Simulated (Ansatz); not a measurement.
# C2H3ClSn: how energies converge with the basis set

An exercise on one series of results from a longer session: the logs are not shown, and one member is left open.

The runs use Ansatz 0.2.0, Gaussian basis; one geometry, several basis sets.

Levels to be run: PBE0-D4/def2-SVP; ωB97M-V/def2-SVP; PBE0-D4/def2-QZVPP; ωB97M-V/def2-QZVPP; the functionals' def2-TZVPP values are taken from earlier runs.

## The relaxed structure

An earlier PBE0-D4 in a triple-zeta def2 set relaxation fixed the geometry. Sn takes the def2 core potential; no spin-orbit term is included.

SMILES `C#[C][SnH2][Cl]`, 7 atoms, charge 0, spin multiplicity 1.

Atoms are counted from 1 here; the program's logs count them from 0.

Bond lengths: C1–C2 1.206 Å, C1–H5 1.066 Å, C2–Sn3 2.070 Å, Sn3–Cl4 2.326 Å, Sn3–H6 1.696 Å, Sn3–H7 1.696 Å. Angles: C2–C1–H5 179.6°, C1–C2–Sn3 179.3°, C2–Sn3–Cl4 106.5°, C2–Sn3–H6 110.5°, C2–Sn3–H7 110.5°, Cl4–Sn3–H6 106.8°, Cl4–Sn3–H7 106.8°, H6–Sn3–H7 115.2°.

The first run:

File in.yaml:

```yaml
crystal:
  periodic: [false, false, false]
  atoms:
    - {symbol: C, position_ang: [0.327744, -2.043462, 0.647256]}
    - {symbol: C, position_ang: [0.191180, -0.891095, 0.319750]}
    - {symbol: Sn, position_ang: [-0.023658, 1.094371, -0.225957]}
    - {symbol: Cl, position_ang: [-1.694483, 1.157267, -1.843485]}
    - {symbol: H, position_ang: [0.443837, -3.064399, 0.932685]}
    - {symbol: H, position_ang: [-0.577050, 2.014834, 1.086707]}
    - {symbol: H, position_ang: [1.393728, 1.664485, -0.962556]}
basis:
  gaussian: {orbitals: def2-SVP}
hamiltonian: {xc: pbe0, dispersion: d4}
output: {orbitals: {seedname: orbitals}}
```

The run is started by

```console
> ansatz run in.yaml --threads 2 --pin off --events-out ev --progress --plain --max-ram 32768MiB --backend cpu
```

Steps of the session up to this table: PBE0-D4 in def2-SVP; ωB97M-V in def2-SVP; PBE0-D4 in def2-QZVPP; ωB97M-V in def2-QZVPP.

One of the session's tables, all rows but one given; the rest of the session is left out.

It belongs to the step «Density functionals: the series». 

| functional | basis | HOMO (eV) |
| --- | --- | --- |
| PBE0-D4 | def2-SVP | -8.36 |
| PBE0-D4 | def2-TZVPP | -8.45 |
| PBE0-D4 | def2-QZVPP | ? |
| ωB97M-V | def2-SVP | -10.55 |
| ωB97M-V | def2-TZVPP | -10.69 |
| ωB97M-V | def2-QZVPP | -10.70 |

Q: Estimate the row for PBE0-D4, def2-QZVPP from the others.

As computed: HOMO (eV): -8.47. In the column «HOMO (eV)» it lies between ωB97M-V, def2-SVP (-10.55) and PBE0-D4, def2-TZVPP (-8.45).
